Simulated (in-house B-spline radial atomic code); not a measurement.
# Rb⁸⁺: excited configurations

Aim: the energies of several excited configurations of Rb⁸⁺ above a reference configuration, each from its own self-consistent run.

The numbers are computed with in-house B-spline radial atomic code version 1 (Dirac-Hartree-Fock, average of configuration, Fermi nucleus, basis-set limit), except any that are marked as measured or tabulated.

### Step 1. The system

```
element       : rubidium (Z = 37)
charge        : +8
electrons     : 29
configuration : [Ar] 3d10 4s1
Hamiltonian   : Dirac-Coulomb
nucleus       : Fermi, rms radius 4.204 fm
```

Outer shells as boxes (Hund's rule):

[Ar] 3d10 4s1
```
[Ar] core
3d [↑↓][↑↓][↑↓][↑↓][↑↓]
4s [↑ ]
```

The boxes draw the filling by Hund's rule, which heavy ions in jj coupling don't follow; these runs average over all states of the configuration.

Settings of the run:

```ini
Z = 37
electrons = 29.0
configuration = [Ar] 3d10 4s1
hamiltonian = dirac
method = hf
spin_polarised = False
nucleus = fermi
rms_radius = 4.2036
mass_number = 85
atomic_mass = 84.91178973604
speed_of_light = 137.035999084
```

The reference is known from an earlier run: -2961.491610 hartree in all. Up to eight levels, counted from the top:

| orbital | occupation | energy (eV) | <r> (bohr) |
| --- | --- | --- | --- |
| 2p1/2 | 2 | -2039.78 | 0.1523 |
| 2p3/2 | 4 | -1978.44 | 0.1563 |
| 3s1/2 | 2 | -472.07 | 0.5059 |
| 3p1/2 | 2 | -397.35 | 0.5072 |
| 3p3/2 | 4 | -387.65 | 0.5167 |
| 3d3/2 | 4 | -257.94 | 0.5109 |
| 3d5/2 | 6 | -256.28 | 0.5143 |
| 4s1/2 | 1 | -149.63 | 1.263 |

### Step 2. Configuration [Ar] 3d9 4s1 7d1

Settings of the run:

```ini
Z = 37
electrons = 29.0
configuration = [Ar] 3d9 4s1 7d1
hamiltonian = dirac
method = hf
spin_polarised = False
nucleus = fermi
rms_radius = 4.2036
mass_number = 85
atomic_mass = 84.91178973604
speed_of_light = 137.035999084
```

### Step 3. [Ne] 3s2 3p5 3d10 4s1 4f1

The settings differ from step 2 so:

```diff
@@ -2,3 +2,3 @@
 electrons = 29.0
-configuration = [Ar] 3d9 4s1 7d1
+configuration = [Ne] 3s2 3p5 3d10 4s1 4f1
 hamiltonian = dirac
```

### Step 4. Configuration [Ar] 3d10 5f1

The settings differ from step 3 so:

```diff
@@ -2,3 +2,3 @@
 electrons = 29.0
-configuration = [Ne] 3s2 3p5 3d10 4s1 4f1
+configuration = [Ar] 3d10 5f1
 hamiltonian = dirac
```

### Step 5. Configuration [Ar] 3d9 4s1 4d1

The settings differ from step 4 so:

```diff
@@ -2,3 +2,3 @@
 electrons = 29.0
-configuration = [Ar] 3d10 5f1
+configuration = [Ar] 3d9 4s1 4d1
 hamiltonian = dirac
```

### Step 6. Configuration [Ar] 3d9 4s1 5p1

The settings differ from step 5 so:

```diff
@@ -2,3 +2,3 @@
 electrons = 29.0
-configuration = [Ar] 3d9 4s1 4d1
+configuration = [Ar] 3d9 4s1 5p1
 hamiltonian = dirac
```

### Step 7. [Ne] 3s2 3p5 3d10 4s1 5g1

The settings differ from step 6 so:

```diff
@@ -2,3 +2,3 @@
 electrons = 29.0
-configuration = [Ar] 3d9 4s1 5p1
+configuration = [Ne] 3s2 3p5 3d10 4s1 5g1
 hamiltonian = dirac
```

### Step 8. Configuration [Ar] 3d9 4s1 4p1

The settings differ from step 7 so:

```diff
@@ -2,3 +2,3 @@
 electrons = 29.0
-configuration = [Ne] 3s2 3p5 3d10 4s1 5g1
+configuration = [Ar] 3d9 4s1 4p1
 hamiltonian = dirac
```

### Step 9. [Ne] 3s2 3p5 3d10 4s1 5d1

The settings differ from step 8 so:

```diff
@@ -2,3 +2,3 @@
 electrons = 29.0
-configuration = [Ar] 3d9 4s1 4p1
+configuration = [Ne] 3s2 3p5 3d10 4s1 5d1
 hamiltonian = dirac
```

How far above the reference does each configuration lie (order and size, in eV)?

As calculated:

| net move | configuration | energy above the reference (eV) | with Breit, QED, recoil (eV) | largest <r> (bohr) |
| --- | --- | --- | --- | --- |
| 4s → 5f | [Ar] 3d10 5f1 | 104.13 | 104.04 | 3.34 |
| 3d → 4p | [Ar] 3d9 4s1 4p1 | 118.57 | 118.60 | 1.33 |
| 3d → 4d | [Ar] 3d9 4s1 4d1 | 151.91 | 151.89 | 1.54 |
| 3d → 5p | [Ar] 3d9 4s1 5p1 | 181.01 | 181.00 | 2.51 |
| 3d → 7d | [Ar] 3d9 4s1 7d1 | 225.40 | 225.38 | 6.44 |
| 3p → 4f | [Ne] 3s2 3p5 3d10 4s1 4f1 | 314.82 | 314.52 | 1.83 |
| 3p → 5d | [Ne] 3s2 3p5 3d10 4s1 5d1 | 328.51 | 328.21 | 2.85 |
| 3p → 5g | [Ne] 3s2 3p5 3d10 4s1 5g1 | 342.74 | 342.44 | 3.03 |

Quantum defects of the promoted electron, δ = n − ζ/√(−2ε) with ζ = 9 and ε its orbital energy in hartree:

| promotion | δ |
| --- | --- |
| 4s → 5f | 0.072 |
| 3d → 5p | 1.078 |
| 3d → 7d | 0.639 |
| 3p → 5d | 0.658 |
| 3p → 5g | 0.007 |

The lowest of them is 4s → 5f at 104.13 eV and the highest 3p → 5g at 342.74 eV. 5 of them lie more than 2 % above the ionisation threshold that Koopmans' theorem gives (149.63 eV), where such states can decay by emitting an electron. Of those tabulated, the defect is largest for 5p (1.08) and least for 5g (0.01): low angular momentum penetrates the core, high angular momentum stays outside it. Two partly filled shells share a symmetry and can mix in the average, which may lower the energy, for: 3d → 4d; 3d → 7d. These are averages over configurations, without correlation, not spectroscopic levels.
